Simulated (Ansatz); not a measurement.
# CH4N2SSi: a ladder of functionals and wavefunction methods

An exercise on one series of results from a longer session: the logs are not shown, and one member is left open.

Method: functionals in def2-TZVPP, the program's frozen cores in correlated methods; program: Ansatz 0.2.0, Gaussian basis.

The runs, in order: PBE-D4, r2SCAN-D4, PBE0-D4, B3LYP-D4, ωB97X-V, ωB97M-V, B2PLYP; CCSD(T)/def2-TZVPP; MP2/def2-QZVPP; extrapolation to the limit.

## Structure used throughout

The geometry comes from an earlier relaxation with PBE0-D4 in a triple-zeta def2 set; it is a stationary point, not always the lowest conformer.

9 atoms, charge 0, spin multiplicity 1.

Atoms are counted from 1 here; the program's logs count them from 0.

Bond lengths: N1–C2 1.254 Å, N1–H6 1.013 Å, C2–N3 1.379 Å, C2–S5 1.830 Å, N3–Si4 1.731 Å, N3–H7 1.007 Å, Si4–S5 2.133 Å, Si4–H8 1.482 Å, Si4–H9 1.482 Å. Angles: C2–N1–H6 113.2°, N1–C2–N3 126.5°, N1–C2–S5 130.3°, N3–C2–S5 103.3°, C2–N3–Si4 101.1°, C2–N3–H7 119.3°, Si4–N3–H7 139.6°, N3–Si4–S5 81.1°, N3–Si4–H8 115.6°, N3–Si4–H9 115.6°, S5–Si4–H8 116.6°, S5–Si4–H9 116.5°, H8–Si4–H9 109.3°, C2–S5–Si4 74.5°.

The first run:

in.yaml

```yaml
crystal:
  periodic: [false, false, false]
  atoms:
    - {symbol: N, position_ang: [-0.810073, 1.685917, 1.127272]}
    - {symbol: C, position_ang: [-0.479532, 0.656136, 0.492147]}
    - {symbol: N, position_ang: [0.764710, 0.381982, -0.034545]}
    - {symbol: Si, position_ang: [0.488841, -1.168885, -0.752692]}
    - {symbol: S, position_ang: [-1.462929, -0.817358, 0.033837]}
    - {symbol: H, position_ang: [-1.778938, 1.678307, 1.423026]}
    - {symbol: H, position_ang: [1.507732, 1.051933, 0.081620]}
    - {symbol: H, position_ang: [1.249991, -2.293660, -0.158536]}
    - {symbol: H, position_ang: [0.608701, -1.220672, -2.229330]}
basis:
  gaussian: {orbitals: def2-TZVPP}
hamiltonian: {xc: pbe, dispersion: d4}
output: {forces: true, orbitals: {seedname: orbitals}}
```

Started as:

```console
> ansatz run in.yaml --threads 4 --pin off --events-out ev --progress --plain --max-ram 10444MiB
```

Among the steps run: PBE-D4 (GGA); r2SCAN-D4 (meta-GGA); PBE0-D4 (hybrid); B3LYP-D4 (hybrid); ωB97X-V (range-separated); ωB97M-V (range-separated); B2PLYP (double hybrid); CCSD(T) in def2-TZVPP; MP2 in def2-QZVPP.

One of the session's tables, all rows but one given; the rest of the session is left out.

| method | atomisation energy (eV) |
| --- | --- |
| PBE-D4 | 35.739 |
| r2SCAN-D4 | 34.501 |
| PBE0-D4 | 34.682 |
| B3LYP-D4 | 34.519 |
| ωB97X-V | 34.755 |
| ωB97M-V | 34.688 |
| B2PLYP | ? |
| HF/def2-TZVPP | 22.431 |
| MP2/def2-TZVPP | 33.886 |
| CCSD/def2-TZVPP | 32.202 |
| CCSD(T)/def2-TZVPP | 33.014 |
| MP2/CBS | 35.191 |
| CCSD(T)/CBS | 34.319 |

**Question.** Estimate the row for B2PLYP.

As computed: atomisation energy (eV): 33.988. In the column «atomisation energy (eV)» it lies between MP2/def2-TZVPP (33.886) and CCSD(T)/CBS (34.319).

To keep in mind: Free atoms (2 N, 1 C, 1 Si, 1 S, 4 H) were run apart at each level; the atomisation energy is their sum less the molecule, without zero-point or spin-orbit terms.
